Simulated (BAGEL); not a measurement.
# C2H5AlSi (SMILES [AlH2][C]#C[SiH3]): HF/cc-pVDZ (density fitting with qzvpp-jkfit)

Aim: the vertical ionisation energy of C2H5AlSi at HF/cc-pVDZ (density fitting with qzvpp-jkfit), from 2 runs. 

The results are computed with BAGEL 1.2.2.

## Step 1: The system as given

C2H5AlSi has 9 atoms, charge 0, and is taken as a singlet. SMILES: `[AlH2][C]#C[SiH3]`. Geometry: a GFN2-xTB relaxation, a rough one for these elements and not checked as a minimum.

Bond lengths: Al1–C2 1.943 Å, C2–C3 1.223 Å, C3–Si4 1.854 Å, Al1–H5 1.552 Å, Al1–H6 1.552 Å, Si4–H7 1.465 Å, Si4–H8 1.465 Å, Si4–H9 1.465 Å. Some angles: Al1–C2–C3 179.8°, C2–C3–Si4 179.8°, C2–Al1–H5 122.9°, C2–Al1–H6 122.8°, C3–Si4–H7 108.0°, C3–Si4–H8 107.9°, C3–Si4–H9 108.2°, H5–Al1–H6 114.4°, H7–Si4–H8 110.9°, H7–Si4–H9 110.9°.

## Step 2: The energy at HF/cc-pVDZ (density fitting with qzvpp-jkfit)

Contents of job.json:

```json
{ "bagel" : [

{
  "title" : "molecule",
  "basis" : "cc-pvdz.json",
  "df_basis" : "qzvpp-jkfit",
  "angstrom" : true,
  "geometry" : [
    { "atom" : "Al", "xyz" : [      -0.616830,       2.371580,      -1.277520 ] },
    { "atom" : "C", "xyz" : [      -0.186090,       0.704560,      -0.376640 ] },
    { "atom" : "C", "xyz" : [       0.087650,      -0.346640,       0.186330 ] },
    { "atom" : "Si", "xyz" : [       0.504000,      -1.936970,       1.043990 ] },
    { "atom" : "H", "xyz" : [      -0.791060,       2.477120,      -2.816330 ] },
    { "atom" : "H", "xyz" : [      -0.816890,       3.709690,      -0.517070 ] },
    { "atom" : "H", "xyz" : [      -0.185130,      -3.022820,       0.341490 ] },
    { "atom" : "H", "xyz" : [       1.957090,      -2.115900,       0.983090 ] },
    { "atom" : "H", "xyz" : [       0.047260,      -1.840610,       2.432660 ] }
  ]
},

{
  "title" : "hf"
},

{
  "title" : "print",
  "file" : "orbitals.molden",
  "orbitals" : true
}

]}
```

The basis set cc-pVDZ is read from a file made from the Basis Set Exchange's data (not shown).

Run with:

```bash
$ BAGEL_NUM_THREADS=1 BAGEL job.json > job.out
```

Standard output:

```text
* using 1 threads per process

  ===============================================================
  ===============================================================

  *** Geometry ***

  { "atom" : "Al", "xyz" : [     -1.165640,      4.481637,     -2.414163 ] },
  { "atom" : "C", "xyz" : [     -0.351659,      1.331425,     -0.711746 ] },
  { "atom" : "C", "xyz" : [      0.165634,     -0.655055,      0.352113 ] },
  { "atom" : "Si", "xyz" : [      0.952422,     -3.660343,      1.972855 ] },
  { "atom" : "H", "xyz" : [     -1.494887,      4.681078,     -5.322092 ] },
  { "atom" : "H", "xyz" : [     -1.543698,      7.010298,     -0.977121 ] },
  { "atom" : "H", "xyz" : [     -0.349845,     -5.712302,      0.645323 ] },
  { "atom" : "H", "xyz" : [      3.698364,     -3.998472,      1.857771 ] },
  { "atom" : "H", "xyz" : [      0.089308,     -3.478249,      4.597061 ] },

  Number of auxiliary basis functions:      496

  Since a DF basis is specified, we compute 2- and 3-index integrals:
    o Being stored without compression. Storage requirement is 0.031 GB

  Number of basis functions:       89
  Number of electrons      :       44

    * METHOD: MOLECULE                             0.27

  *** RHF ***

  === Nuclear Repulsion ===
   148.5544864022

      * DIIS with orbital gradients will be used.

  === RHF iteration (cc-pvdz.json) ===
      0       -609.33734304          0.01016981           0.09
      1       -609.42986582          0.00462976           0.09
      2       -609.44328166          0.00148161           0.09
      3       -609.44486282          0.00066886           0.08
      4       -609.44512564          0.00007235           0.09
      5       -609.44513320          0.00003332           0.09
      6       -609.44513547          0.00001798           0.09
      7       -609.44513635          0.00000685           0.09
      8       -609.44513648          0.00000123           0.09
      9       -609.44513648          0.00000040           0.09
     10       -609.44513648          0.00000010           0.09
     11       -609.44513648          0.00000006           0.09
     12       -609.44513648          0.00000002           0.09
     13       -609.44513648          0.00000001           0.09
    * SCF iteration converged.

    * Permanent dipole moment:
           (   -0.057198,     0.207288,    -0.111778) a.u.

    * METHOD: HF                                   1.40

    * METHOD: PRINT                                0.01

  ===============================================================
```

Wall time 1.9 s (1 thread of Arm Neoverse V2, shared host).

## Step 3: The doublet cation at the same level

Contents of hf.json:

```json
{ "bagel": [

{
  "title": "molecule",
  "basis": "cc-pvdz.json",
  "df_basis": "qzvpp-jkfit",
  "angstrom": true,
  "geometry": [
    { "atom": "Al", "xyz": [   -0.616830,    2.371580,   -1.277520 ] },
    { "atom": "C", "xyz": [   -0.186090,    0.704560,   -0.376640 ] },
    { "atom": "C", "xyz": [    0.087650,   -0.346640,    0.186330 ] },
    { "atom": "Si", "xyz": [    0.504000,   -1.936970,    1.043990 ] },
    { "atom": "H", "xyz": [   -0.791060,    2.477120,   -2.816330 ] },
    { "atom": "H", "xyz": [   -0.816890,    3.709690,   -0.517070 ] },
    { "atom": "H", "xyz": [   -0.185130,   -3.022820,    0.341490 ] },
    { "atom": "H", "xyz": [    1.957090,   -2.115900,    0.983090 ] },
    { "atom": "H", "xyz": [    0.047260,   -1.840610,    2.432660 ] }
  ]
},
{ "title": "uhf", "charge": 1, "nopen": 1 },
{ "title": "print", "file": "orbitals.molden", "orbitals": true }

]}
```

The basis set cc-pVDZ is read from a file made from the Basis Set Exchange's data (not shown).

Run with:

```bash
$ BAGEL_NUM_THREADS=1 BAGEL hf.json > hf.out
```

Standard output:

```text
* using 1 threads per process

  ===============================================================
  ===============================================================

  *** Geometry ***

  { "atom" : "Al", "xyz" : [     -1.165640,      4.481637,     -2.414163 ] },
  { "atom" : "C", "xyz" : [     -0.351659,      1.331425,     -0.711746 ] },
  { "atom" : "C", "xyz" : [      0.165634,     -0.655055,      0.352113 ] },
  { "atom" : "Si", "xyz" : [      0.952422,     -3.660343,      1.972855 ] },
  { "atom" : "H", "xyz" : [     -1.494887,      4.681078,     -5.322092 ] },
  { "atom" : "H", "xyz" : [     -1.543698,      7.010298,     -0.977121 ] },
  { "atom" : "H", "xyz" : [     -0.349845,     -5.712302,      0.645323 ] },
  { "atom" : "H", "xyz" : [      3.698364,     -3.998472,      1.857771 ] },
  { "atom" : "H", "xyz" : [      0.089308,     -3.478249,      4.597061 ] },

  Number of auxiliary basis functions:      496

  Since a DF basis is specified, we compute 2- and 3-index integrals:
    o Being stored without compression. Storage requirement is 0.031 GB

  Number of basis functions:       89
  Number of electrons      :       44

    * METHOD: MOLECULE                             0.26

  *** Open-shell HF ***

  === Nuclear Repulsion ===
   148.5544864022

      * DIIS with orbital gradients will be used.

  === UHF iteration (cc-pvdz.json) ===
      0       -608.92048461          0.02228995           0.18
      1       -609.03429172          0.01693988           0.17
      2       -609.06689667          0.01014902           0.18
      3       -609.09019317          0.00347664           0.17
      4       -609.09995935          0.00300956           0.18
      5       -609.10580178          0.00259595           0.17
      6       -609.11472155          0.00399170           0.18
      7       -609.11719787          0.00120518           0.18
      8       -609.11914441          0.00053018           0.17
      9       -609.11929086          0.00016608           0.18
     10       -609.11935299          0.00004664           0.18
     11       -609.11937467          0.00002104           0.18
     12       -609.11938220          0.00001325           0.18
     13       -609.11938358          0.00000315           0.18
     14       -609.11938368          0.00000157           0.18
     15       -609.11938372          0.00000116           0.18
     16       -609.11938374          0.00000065           0.18
     17       -609.11938375          0.00000052           0.18
     18       -609.11938375          0.00000050           0.18
     19       -609.11938375          0.00000049           0.18
     20       -609.11938375          0.00000044           0.17
     21       -609.11938375          0.00000032           0.18
     22       -609.11938375          0.00000021           0.18
     23       -609.11938374          0.00000017           0.18
     24       -609.11938374          0.00000017           0.17
     25       -609.11938375          0.00000017           0.18
     26       -609.11938375          0.00000017           0.18
     27       -609.11938375          0.00000016           0.18
     28       -609.11938375          0.00000016           0.18
     29       -609.11938375          0.00000017           0.18
     30       -609.11938375          0.00000016           0.18
     31       -609.11938375          0.00000014           0.18
     32       -609.11938376          0.00000008           0.18
     33       -609.11938375          0.00000003           0.18
     34       -609.11938375          0.00000003           0.17
     35       -609.11938376          0.00000002           0.18
     36       -609.11938376          0.00000002           0.17
     37       -609.11938376          0.00000001           0.17
     38       -609.11938376          0.00000001           0.18
    * SCF iteration converged.

    * S^2 (UHF) is 0.7557

    * Permanent dipole moment:
           (   -0.005593,     0.093135,    -0.058208) a.u.

    * METHOD: UHF                                  7.06

    * METHOD: PRINT                                0.01

  ===============================================================
```

Run time: 7.5 s. Hardware: 1 thread of Arm Neoverse V2, shared host.

## Step 4: Summary of results

At HF/cc-pVDZ (density fitting with qzvpp-jkfit):

```
                                          quantity          value
                    singlet C2H5AlSi: total energy  -609.44514 Eh
                   singlet C2H5AlSi: dipole moment         0.62 D
                     singlet C2H5AlSi: HOMO energy      -10.45 eV
                     singlet C2H5AlSi: LUMO energy        0.87 eV
                   singlet C2H5AlSi: HOMO–LUMO gap       11.33 eV
                      doublet cation: total energy  -609.11938 Eh
                              doublet cation: ⟨S²⟩          0.756
vertical ionisation energy (to the doublet cation)       8.864 eV
```

The vertical ionisation energy comes to 8.86 eV (204 kcal/mol). −ε(HOMO) before ionisation, 10.45 eV, is 1.59 eV above this ionisation energy.
